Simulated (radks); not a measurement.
# Ionisation of Pb⁵⁴⁺: one atom, several choices of relativity

An exercise on one series of results from a longer session: the logs are not shown, and one member is left open.

Program: radks (a radial shooting solver on a logarithmic mesh, Libxc functionals) version 1. Level of theory: Kohn-Sham, PBEsol, spin-unpolarised, spherical densities. These are calculated values, not measurements, unless marked.

## Starting point

| Property | Result |
| --- | --- |
| element | lead (Z = 82) |
| charge | +54 |
| electrons | 28 |
| configuration | [Ar] 3d10 |
| ion | Pb⁵⁵⁺, [Ar] 3d9 |
| choices | non-relativistic; scalar-relativistic; Dirac, 2j+1 shares; Dirac, low j first; scalar-relativistic, finite nucleus; Dirac, 2j+1 shares, finite nucleus; Dirac, c × 1.25; Dirac, c × 0.75; Dirac, c × 2 |

The first run:

Settings of this run:

```text
Z 82
configuration [Ar] 3d10
relativity non-relativistic
functional pbe_sol,pbe_sol
spin unpolarised
nucleus point
```

Among the steps run: non-relativistic: Pb⁵⁴⁺.

One of the session's tables, all rows but one given; the rest of the session is left out.

It belongs to the step «non-relativistic: Pb⁵⁴⁺». From the orbitals of this run (lengths in bohr):

```
level      <r>  outermost maximum (interpolated)  90 % within  nodes
   1s  0.01846                            0.0123       0.0328      0
   2s  0.07743                            0.0664        0.119      1
   2p        ?                                 ?            ?      ?
   3s   0.1903                             0.179        0.276      2
   3p   0.1806                             0.168        0.267      1
   3d   0.1568                             0.131        0.240      0
```

**Question.** Estimate the row for 2p.

The run gave: <r>: 0.06537; outermost maximum (interpolated): 0.0515; 90 % within: 0.105; nodes: 0. In the column «<r>» it lies between 1s (0.01846) and 2s (0.07743).

Limits of these values: Spin polarisation and multiplet splitting of open shells are left out at every level.
